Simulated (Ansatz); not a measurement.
**CH6NOSi radical: how energies converge with the basis set**

How large a basis does CH6NOSi radical need? Two functionals are run in growing sets.

Computed with Ansatz 0.2.0, Gaussian basis. Level: one geometry, several basis sets.

Levels to be run: PBE0-D4/def2-SVP; ωB97M-V/def2-SVP; PBE0-D4/def2-QZVPP; ωB97M-V/def2-QZVPP; the functionals' def2-TZVPP values are taken from earlier runs.

### Step 1. The geometry

An earlier PBE0-D4 in a triple-zeta def2 set relaxation fixed the geometry.

10 atoms, charge 0, spin multiplicity 2.

Atoms are counted from 1 here; the program's logs count them from 0.

Bond lengths: C1–Si2 1.857 Å, C1–H5 1.092 Å, C1–H6 1.092 Å, C1–H7 1.093 Å, Si2–N3 1.747 Å, Si2–O4 1.642 Å, Si2–H8 1.496 Å, N3–H9 1.022 Å, O4–H10 0.958 Å. Angles: Si2–C1–H5 110.7°, Si2–C1–H6 111.1°, Si2–C1–H7 109.8°, H5–C1–H6 108.7°, H5–C1–H7 108.1°, H6–C1–H7 108.3°, C1–Si2–N3 114.3°, C1–Si2–O4 106.5°, C1–Si2–H8 111.4°, N3–Si2–O4 109.0°, N3–Si2–H8 104.6°, O4–Si2–H8 111.0°, Si2–N3–H9 114.1°, Si2–O4–H10 116.9°.

### Step 2. PBE0-D4 in def2-SVP

in.yaml

```yaml
crystal:
  periodic: [false, false, false]
  atoms:
    - {symbol: C, position_ang: [0.075618, 1.321824, 0.308134]}
    - {symbol: Si, position_ang: [-0.277069, -0.455136, -0.101768]}
    - {symbol: N, position_ang: [0.904814, -1.199257, -1.150630]}
    - {symbol: O, position_ang: [-0.310081, -1.266333, 1.325077]}
    - {symbol: H, position_ang: [1.069039, 1.426169, 0.749756]}
    - {symbol: H, position_ang: [0.021547, 1.949769, -0.583939]}
    - {symbol: H, position_ang: [-0.657185, 1.688318, 1.031144]}
    - {symbol: H, position_ang: [-1.574178, -0.600255, -0.831843]}
    - {symbol: H, position_ang: [1.061018, -0.695841, -2.025882]}
    - {symbol: H, position_ang: [-0.230426, -2.220459, 1.282953]}
basis:
  gaussian: {orbitals: def2-SVP}
magnetization: {spin_polarized: true, initial_magnetization: 1}
hamiltonian: {xc: pbe0, dispersion: d4}
output: {orbitals: {seedname: orbitals}}
```

On the command line:

```sh
> ansatz run in.yaml --threads 4 --pin off --events-out ev --progress --plain --max-ram 10444MiB
```

The runs that follow: ωB97M-V in def2-SVP; PBE0-D4 in def2-QZVPP; ωB97M-V in def2-QZVPP.

**Question.** What will the summary of the whole plan be? Wanted: PBE0-D4: double and triple zeta above quadruple; ωB97M-V: double and triple zeta above quadruple.

**Answer**, as computed:

| quantity | value |
| --- | --- |
| PBE0-D4: double and triple zeta above quadruple | 9.28, 0.56 eV |
| ωB97M-V: double and triple zeta above quadruple | 9.48, 0.53 eV |

**Reading.** PBE0-D4 gains 8.72 eV from double to triple zeta, then 0.56 eV more. These are total energies; as a rule much of such shifts cancels in differences, which this series doesn't test.
